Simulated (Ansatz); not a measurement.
Geometry optimisation, DFT PBEsol, scalar-relativistic, plane waves, PAW in Ansatz.

input.yaml

```yaml
crystal:
  lattice:
    - [-4.317056, -2.492454, 10.004188]
    - [4.317056, -2.492454, 10.004188]
    - [0.0, 4.984907, 10.004188]
  atoms:
    - { symbol: Bi, position: [0.60799995, 0.60799995, 0.60800007] }
    - { symbol: Bi, position: [0.39199997, 0.39199997, 0.39200005] }
    - { symbol: Te, position: [0.21199998, 0.21199998, 0.21200003] }
    - { symbol: Te, position: [0.78799994, 0.78799994, 0.7880001] }
    - { symbol: S, position: [0.0, 0.0, 0.0] }
    - { symbol: Bi, position: [0.10799998, 0.10799998, 0.60800002] }
    - { symbol: Bi, position: [0.89199994, 0.89199994, 0.3920001] }
    - { symbol: Te, position: [0.71199995, 0.71199995, 0.21200008] }
    - { symbol: Te, position: [0.28799997, 0.28799997, 0.78800004] }
    - { symbol: S, position: [0.49999997, 0.49999997, 5.0e-08] }
    - { symbol: Bi, position: [0.10799996, 0.60799999, 0.10800004] }
    - { symbol: Bi, position: [0.89199996, 0.39199993, 0.89200008] }
    - { symbol: Te, position: [0.71199997, 0.21199995, 0.71200006] }
    - { symbol: Te, position: [0.28799995, 0.78799998, 0.28800006] }
    - { symbol: S, position: [0.49999999, -4.0e-08, 0.50000004] }
    - { symbol: Bi, position: [0.60799999, 0.10799996, 0.10800004] }
    - { symbol: Bi, position: [0.39199993, 0.89199996, 0.89200008] }
    - { symbol: Te, position: [0.21199995, 0.71199997, 0.71200006] }
    - { symbol: Te, position: [0.78799998, 0.28799995, 0.28800006] }
    - { symbol: S, position: [-4.0e-08, 0.49999999, 0.50000004] }
    - { symbol: Te, position: [0.69993865, 1.19093366, 0.19714904] }
basis:
  ecutwfc: 420.0
kpoints:
  mp_grid: { grid: [2, 2, 2] }
hamiltonian:
  xc: pbesol
scf:
  occupations: { method: fermi_dirac, width: 0.02 }
  lower_state_search: "off"
relax:
  f_tol: 0.03
  max_steps: 60
  adjacent_minimum: "off"
```

Launched with:

```bash
$ ansatz run input.yaml --threads 4 --pin off --max-ram 10240MiB --backend cpu --events-out ev --progress --plain --runs-dir out
```

Question: Where does it end, and by what steps?

Answer: It converged. Limits of this set-up: coarse k mesh, a small cell, in which the defect meets its images. After 15 steps the energy has fallen by 5.291 eV; Bi16 moved furthest, 1.65 Å. Parted: S10–Te21 (2.68 → 3.63 Å), Te19–Te21 (2.76 → 3.94 Å). Joined: Te3–Te8 (4.32 → 3.27 Å), Te8–Te13 (4.32 → 3.27 Å).

```json
{"step": "0", "energy less start (eV)": "0.0000", "largest force component (eV/Å)": "4.525", "accepted": "yes"}
{"step": "1", "energy less start (eV)": "-2.8575", "largest force component (eV/Å)": "1.912", "accepted": "yes"}
{"step": "2", "energy less start (eV)": "-3.9941", "largest force component (eV/Å)": "0.573", "accepted": "yes"}
{"step": "3", "energy less start (eV)": "-4.3077", "largest force component (eV/Å)": "0.331", "accepted": "yes"}
{"step": "4", "energy less start (eV)": "-4.3918", "largest force component (eV/Å)": "0.241", "accepted": "yes"}
{"step": "5", "energy less start (eV)": "-4.4420", "largest force component (eV/Å)": "0.178", "accepted": "yes"}
{"step": "6", "energy less start (eV)": "-4.4832", "largest force component (eV/Å)": "0.227", "accepted": "yes"}
{"step": "7", "energy less start (eV)": "-4.5874", "largest force component (eV/Å)": "0.531", "accepted": "yes"}
{"step": "8", "energy less start (eV)": "-4.7865", "largest force component (eV/Å)": "0.500", "accepted": "yes"}
{"step": "9", "energy less start (eV)": "-4.9991", "largest force component (eV/Å)": "0.300", "accepted": "yes"}
{"step": "10", "energy less start (eV)": "-5.1664", "largest force component (eV/Å)": "0.325", "accepted": "yes"}
{"step": "11", "energy less start (eV)": "-5.1953", "largest force component (eV/Å)": "0.293", "accepted": "yes"}
{"step": "12", "energy less start (eV)": "-5.2480", "largest force component (eV/Å)": "0.237", "accepted": "yes"}
{"step": "13", "energy less start (eV)": "-5.2804", "largest force component (eV/Å)": "0.077", "accepted": "yes"}
{"step": "14", "energy less start (eV)": "-5.2761", "largest force component (eV/Å)": "0.158", "accepted": "no"}
{"step": "15", "energy less start (eV)": "-5.2908", "largest force component (eV/Å)": "0.022", "accepted": "yes"}
```

```xyz
21
Lattice="-4.3171 -2.4925 10.0042 4.3171 -2.4925 10.0042 0.0000 4.9849 10.0042" Properties=species:S:1:pos:R:3
Bi 0.155 -0.006 18.580
Bi 0.019 0.038 11.821
Te 0.383 -0.111 6.561
Te -0.026 0.075 23.759
S -0.048 -0.431 0.174
Bi 0.153 2.393 8.349
Bi -0.181 -2.372 22.047
Te -0.710 -2.080 16.412
Te 0.151 2.403 13.651
S 0.316 -2.672 10.212
Bi 2.251 -1.377 8.574
Bi -2.184 1.210 21.828
Te -1.886 0.970 16.571
Te 2.095 -1.253 13.744
S -1.830 1.496 10.183
Bi -2.435 -1.086 6.628
Bi 2.149 1.252 22.013
Te 2.252 1.190 16.735
Te -2.213 -1.215 13.439
S 2.176 1.235 10.158
Te 1.533 -3.389 19.563
```

Whether the end is a true minimum wasn't checked by a vibrational analysis.

The run took 2.2 min on 4 threads of Intel(R) Xeon(R) Platinum 8375C CPU @ 2.90GHz (Ice Lake), on a shared host, peak memory 2.8 GiB.
